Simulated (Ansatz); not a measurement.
# BiSbP2: what a guessed cell relaxes into

Where does this trial cell of BiSbP2 go when cell and atoms are let free?

Computed with Ansatz 0.2.0 (DFT PBE, scalar-relativistic, plane waves, PAW, unless a step's input says otherwise).

2 further runs of the same task are left out: 1 that didn't finish, 1 set aside as unsound or not needed.

**1. The structure to begin with**

It takes space group P6/mmm (No. 191, hexagonal). The conventional cell has a = 4.091 Å, b = 4.091 Å, c = 7.847 Å, α = 90.00°, β = 90.00°, γ = 120.00°. Around Sb (site symmetry 6/mmm) lie 2 P at 1.91 Å. Bi (site symmetry 6/mmm) is surrounded by 2 P at 2.02 Å. Around P (site symmetry 6mm) lie 1 Sb at 1.91 Å and 1 Bi at 2.02 Å.

Structure file:

```
CELL_PARAMETERS angstrom
4.09131 0.00000 0.00000
-2.04565 3.54318 0.00000
0.00000 0.00000 7.84674
ATOMIC_POSITIONS crystal
Sb 0.00000 0.00000 0.50000
Bi 0.00000 0.00000 0.00000
P 0.00000 0.00000 0.25698
P 0.00000 0.00000 0.74302
```

A structure generator made this guess: random cell by space group and Wyckoff sites (P6/mmm, No. 191). The dimensions are guesses.

**2. A first look at the guess**

Contents of input.yaml:

```yaml
crystal:
  lattice:
    - [4.09130878, 0.0, 0.0]
    - [-2.04565439, 3.54317734, 0.0]
    - [0.0, 0.0, 7.84673882]
  atoms:
    - { symbol: Sb, position: [0.0, 0.0, 0.5] }
    - { symbol: Bi, position: [0.0, 0.0, 0.0] }
    - { symbol: P, position: [0.0, 0.0, 0.25698006] }
    - { symbol: P, position: [0.0, 0.0, 0.74301994] }
basis:
  ecutwfc: 420
kpoints:
  mp_grid: { grid: [6, 6, 2] }
hamiltonian:
  xc: pbe
scf:
  occupations: { method: gaussian, width: 0.1 }
  lower_state_search: "off"
output:
  forces: true
  stress: true
  eigenvalues: true
```

Launch:

```sh
$ ansatz run input.yaml --threads 1 --pin off --max-ram 2048MiB --backend cpu --events-out ev --progress --plain --runs-dir out
```

The session goes on with these runs: rough relaxation on the coarse mesh; relaxation on the finer mesh; the kicked end on a coarse mesh; coarse relaxation (after the kick); final relaxation (after the kick).

Before running it: what results should come out? Wanted: conventional cell; volume; energy over the elements, black P; gap on the mesh.

The runs gave:

| quantity | value |
| --- | --- |
| symmetry at the first end (tolerance 0.05 Å) | space group P6/mmm (No. 191) |
| conventional cell | a = 3.175 Å, b = 3.175 Å, c = 11.237 Å, α = 90.00°, β = 90.00°, γ = 120.00° |
| volume | 24.53 Å³/atom |
| energy over the elements, black P | +0.63 eV/atom |
| gap on the mesh | none (metal) |

What this shows: The space group P6/mmm (No. 191) is kept, and the volume per atom shrinks by 13.7 % from the first guess. The formation energy is positive, so the separate elements lie lower. No finished test with a distortion of lower symmetry is shown, so the end may be a saddle point. Spin-orbit coupling is left out for Bi, Sb.
